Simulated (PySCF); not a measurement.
# C6H7FO: the cost of one run

Computed with PySCF 2.14.0 and routines of our own; the level stands in each step. Atoms count from 0.

## (1) The starting structure

15 atoms, charge 0, multiplicity 1; geometry from: GFN2-xTB.

## (2) Magnetic properties: GIAO PBE0/pcSseg-1

What the job is given:

```
{"job": {"kind": "mag", "xc": "PBE0", "basis": "pcSseg-1", "isotopologues": 2}, "charge": 0, "multiplicity": 1}
C      1.347994    -0.351443     2.411356
C      0.781321    -0.568834     1.224461
C      0.139947     0.477994     0.477575
C     -0.459385     0.323591    -0.722804
C     -0.555961    -0.973102    -1.469687
C     -1.069784     1.465067    -1.393990
O     -1.645539     1.503522    -2.431503
F     -0.930241     2.634583    -0.686890
H      1.348277     0.627711     2.861942
H      1.828923    -1.137540     2.967292
H      0.794996    -1.557748     0.789690
H      0.153333     1.457204     0.937832
H      0.429626    -1.296956    -1.801845
H     -1.188432    -0.842104    -2.343831
H     -0.979489    -1.753956    -0.841512
```

Level: GIAO PBE0/pcSseg-1 magnetisability, rotational g tensor and spin-rotation constants, non-relativistic, gas phase.

The run is started by

```bash
> OMP_NUM_THREADS=1 python excited_run.py task.json out
```

This one command runs all jobs of the session in turn.

**Question.** How long does this first job take on 1 thread of Arm Neoverse V1, shared host, and how much memory does it need?

About 24 s, with a peak of 0.78 GiB.
